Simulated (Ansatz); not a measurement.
# CH6NOSi radical: small, medium and large basis sets

One table from this session's results is given with a row withheld; the runs are named, their logs left out.

Program: Ansatz 0.2.0, Gaussian basis. Level of theory: one geometry, several basis sets. These are calculated values, not measurements.

Plan: PBE0-D4/def2-SVP; ωB97M-V/def2-SVP; PBE0-D4/def2-QZVPP; ωB97M-V/def2-QZVPP; the functionals' def2-TZVPP values are taken from earlier runs.

### The relaxed structure

The geometry comes from an earlier relaxation with PBE0-D4 in a triple-zeta def2 set; it is a stationary point, not always the lowest conformer.

SMILES `CO[SiH2][NH]`, 10 atoms, charge 0, spin multiplicity 2.

Atoms are counted from 1 here; the program's logs count them from 0.

Bond lengths: C1–O2 1.408 Å, C1–H5 1.096 Å, C1–H6 1.091 Å, C1–H7 1.097 Å, O2–Si3 1.640 Å, Si3–N4 1.736 Å, Si3–H8 1.481 Å, Si3–H9 1.491 Å, N4–H10 1.020 Å. Angles: O2–C1–H5 111.3°, O2–C1–H6 108.4°, O2–C1–H7 111.7°, H5–C1–H6 108.4°, H5–C1–H7 108.5°, H6–C1–H7 108.5°, C1–O2–Si3 124.0°, O2–Si3–N4 118.8°, O2–Si3–H8 105.8°, O2–Si3–H9 109.5°, N4–Si3–H8 106.1°, N4–Si3–H9 104.3°, H8–Si3–H9 112.4°, Si3–N4–H10 118.3°.

Coordinates:

```xyz
10
CH6NOSi
C    -0.5265    1.3737    0.4401
O    -0.8408    0.2221   -0.3072
Si   -0.0267   -1.1964   -0.1895
N     1.5578   -1.3126   -0.8886
H     0.3439    1.8929    0.0236
H    -1.3806    2.0520    0.4048
H    -0.3180    1.1321    1.4893
H    -0.8606   -2.1991   -0.8913
H     0.1796   -1.5348    1.2475
H     1.9552   -0.4810   -1.3259
```

The first run:

File in.yaml:

```yaml
crystal:
  periodic: [false, false, false]
  atoms:
    - {symbol: C, position_ang: [-0.526467, 1.373672, 0.440116]}
    - {symbol: O, position_ang: [-0.840790, 0.222094, -0.307171]}
    - {symbol: Si, position_ang: [-0.026745, -1.196391, -0.189527]}
    - {symbol: N, position_ang: [1.557811, -1.312588, -0.888646]}
    - {symbol: H, position_ang: [0.343885, 1.892876, 0.023584]}
    - {symbol: H, position_ang: [-1.380634, 2.052006, 0.404762]}
    - {symbol: H, position_ang: [-0.317993, 1.132145, 1.489348]}
    - {symbol: H, position_ang: [-0.860556, -2.199107, -0.891261]}
    - {symbol: H, position_ang: [0.179563, -1.534825, 1.247487]}
    - {symbol: H, position_ang: [1.955226, -0.480983, -1.325893]}
basis:
  gaussian: {orbitals: def2-SVP}
magnetization: {spin_polarized: true, initial_magnetization: 1}
hamiltonian: {xc: pbe0, dispersion: d4}
output: {orbitals: {seedname: orbitals}}
```

Among the steps run: PBE0-D4 in def2-SVP; ωB97M-V in def2-SVP; PBE0-D4 in def2-QZVPP; ωB97M-V in def2-QZVPP.

One table of the session follows, with a row left open; its other results are not shown here.

It belongs to the step «Functionals by basis». 

```
functional       basis  HOMO (eV)  LUMO (eV)
   PBE0-D4    def2-SVP          ?          ?
   PBE0-D4  def2-TZVPP      -7.85      -3.32
   PBE0-D4  def2-QZVPP      -7.89      -3.38
   ωB97M-V    def2-SVP      -9.96      -0.87
   ωB97M-V  def2-TZVPP     -10.23      -1.27
   ωB97M-V  def2-QZVPP     -10.27      -1.36
```

**Question.** Estimate the row for PBE0-D4, def2-SVP.

As computed: HOMO (eV): -7.61; LUMO (eV): -3.03. In the column «HOMO (eV)» it is the highest.
